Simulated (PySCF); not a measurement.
**C₃H₆B₂ClP: electronic excitations**

Wanted: the electronic excitations of C₃H₆B₂ClP (`BPB(Cl)C#CC`), by calculation.

Programs: PySCF 2.14.0, with density-fitted response routines of our own. Each step states its level of theory. These are calculated values for one molecule in the gas phase, unless marked as measured. Atoms are numbered from 0 throughout.

### Step 1. The molecule as given

13 atoms, charge 0, multiplicity 1; geometry from: GFN2-xTB.

Bonds of the start (Å): B0–P1 1.81, P1–B2 1.85, B2–Cl3 1.73, B2–C4 1.50, C4–C5 1.21, C5–C6 1.44, B0–H7 1.17, B0–H8 1.17, P1–H9 1.38, C6–H10 1.09, C6–H11 1.09, C6–H12 1.09.

### Step 2. Ultraviolet spectrum: wB97X-D/def2-SVPD

The job: settings as JSON, then the geometry in Å.

```
{"job": {"kind": "uv", "xc": "wB97X-D", "basis": "def2-SVPD", "nstates": 8, "ntriplets": 3}, "charge": 0, "multiplicity": 1}
B      2.475247     1.153371    -0.020767
P      2.291263    -0.613141     0.309661
B      0.769171    -1.387460    -0.407510
Cl     0.883473    -2.953831    -1.136346
C     -0.559498    -0.697694    -0.323026
C     -1.635114    -0.148250    -0.267908
C     -2.915064     0.511366    -0.197865
H      3.532854     1.612798    -0.205767
H      1.522460     1.828257     0.048881
H      3.370062    -1.339311    -0.145368
H     -3.486187     0.114302     0.641332
H     -2.778883     1.583436    -0.057437
H     -3.474172     0.336642    -1.116856
```

Level: TDDFT wB97X-D/def2-SVPD, vertical, gas phase, core orbitals frozen in the response.

The run is started by

```sh
$ OMP_NUM_THREADS=1 python probes_run.py task.json out
```

This one command runs all jobs of the session in turn.

The program printed:

```text
coarse grid: 12400 points
cycle   1  E = -968.5824029677  dE =  9.751e-01  |g| = 3.539e-01  |ddm| = 8.639e+00
cycle   2  E = -968.6082265894  dE = -2.582e-02  |g| = 2.690e-01  |ddm| = 1.525e+00
cycle   3  E = -968.6255953899  dE = -1.737e-02  |g| = 5.970e-02  |ddm| = 9.481e-01
cycle   4  E = -968.6262094651  dE = -6.141e-04  |g| = 4.290e-02  |ddm| = 1.837e-01
cycle   5  E = -968.6266935994  dE = -4.841e-04  |g| = 6.153e-03  |ddm| = 1.017e-01
cycle   6  E = -968.6267080429  dE = -1.444e-05  |g| = 1.630e-03  |ddm| = 1.852e-02
cycle   7  E = -968.6267096955  dE = -1.653e-06  |g| = 4.157e-04  |ddm| = 7.922e-03
final grid: 111944 points
cycle   8  E = -968.7426029063  dE = -9.402e-05  |g| = 4.741e-03  |ddm| = 3.337e-01
cycle   9  E = -968.7426074945  dE = -4.588e-06  |g| = 3.016e-03  |ddm| = 3.106e-02
cycle  10  E = -968.7426098364  dE = -2.342e-06  |g| = 8.114e-04  |ddm| = 8.243e-03
cycle  11  E = -968.7426099856  dE = -1.492e-07  |g| = 5.754e-04  |ddm| = 2.581e-03
cycle  12  E = -968.7426100858  dE = -1.002e-07  |g| = 7.971e-05  |ddm| = 1.538e-03
cycle  13  E = -968.7426100910  dE = -5.196e-09  |g| = 3.470e-05  |ddm| = 3.897e-04
cycle  14  E = -968.7426100921  dE = -1.032e-09  |g| = 1.133e-05  |ddm| = 1.485e-04
cycle  15  E = -968.7426100922  dE = -1.262e-10  |g| = 3.143e-06  |ddm| = 4.804e-05
converged SCF energy = -968.7426100922

Static polarisability (au): isotropic 109.888, principal 74.340 117.446 137.879

Singlet excitations
state   eV       nm        f      main configurations
  1   4.4502    278.6   0.01607   H-1->L 0.75, H->L 0.11, H-1->L+1 0.10
  2   4.6576    266.2   0.23977   H->L 0.82, H-1->L 0.12
  3   5.4044    229.4   0.04784   H-3->L 0.46, H-2->L 0.35
  4   5.5103    225.0   0.11106   H->L+1 0.53, H-3->L 0.31
  5   5.6626    219.0   0.04048   H-2->L 0.35, H->L+1 0.33, H-3->L 0.16
  6   6.2853    197.3   0.05527   H-3->L+1 0.30, H-1->L+1 0.24, H-4->L 0.12
  7   6.3659    194.8   0.01710   H-4->L 0.40, H-4->L+1 0.30
  8   6.4410    192.5   0.00267   H->L+3 0.57, H-2->L+3 0.14

Triplet excitations (Tamm-Dancoff, eV): 3.6443 4.1158 4.2440
```

Run time: 58 s. Hardware: 1 thread of Arm Neoverse N1, shared host; peak memory 0.86 GiB.

Frontier orbitals and where they lie:

| orbital | eV | atoms |
| --- | --- | --- |
| HOMO−3 | -10.55 | Cl3 55 %, P1 15 %, B2 11 % |
| HOMO−2 | -10.21 | C4 31 %, C5 26 %, Cl3 19 % |
| HOMO−1 | -9.77 | C5 37 %, C4 37 %, C6 8 % |
| HOMO | -9.11 | P1 49 %, B0 15 %, B2 10 % |
| LUMO | -0.36 | B2 28 %, B0 17 %, Cl3 12 % |
| LUMO+1 | 0.50 | B0 34 %, P1 27 %, B2 10 % |
| LUMO+2 | 1.77 | B2 34 %, B0 16 %, Cl3 13 % |

With each of the 8 states as a Gaussian band of 0.4 eV half-width at 1/e, the curve within the window shown has maxima at 266 nm (ε 10,000), 225 nm (ε 7,900) L/(mol cm). Beyond the last state computed it falls off for lack of states. The curve at chosen wavelengths:

| nm | ε (L/mol/cm) |
| --- | --- |
| 184 | 962 |
| 190 | 2262 |
| 195 | 3089 |
| 201 | 3346 |
| 206 | 3607 |
| 212 | 4888 |
| 217 | 6481 |
| 223 | 7778 |
| 228 | 7725 |
| 234 | 6691 |
| 239 | 5898 |
| 245 | 5939 |
| 250 | 6915 |
| 256 | 8629 |
| 261 | 9822 |
| 267 | 10309 |
| 272 | 9784 |
| 278 | 8288 |
| 283 | 6680 |
| 289 | 4752 |
| 294 | 3370 |
| 300 | 2096 |
| 305 | 1348 |
| 311 | 758 |
| 316 | 453 |
| 322 | 236 |

Further results of this job:

| property | computed |
| --- | --- |
| dipole moment (D) | 2.16 |
| polarisability (Å³) | 16.28 |
| HOMO–LUMO gap (eV) | 8.75 |
| −ε(HOMO) (eV) | 9.11 |

### Step 3. What came out

| quantity | value |
| --- | --- |
| lowest singlet (wB97X-D/def2-SVPD) | 4.45 eV (279 nm), f = 0.016 |
| brightest single state of those computed | state 2, 4.66 eV, f = 0.240 |
| lowest triplet | 3.64 eV |

The lowest singlet, at 4.45 eV, is HOMO−1→LUMO 0.75, HOMO→LUMO 0.11 and is weak; of the 8 states computed, the strongest absorption comes from state 2 at 4.66 eV. The lowest triplet lies 0.81 eV below the lowest singlet (triplets in Tamm-Dancoff, singlets in full TDDFT).
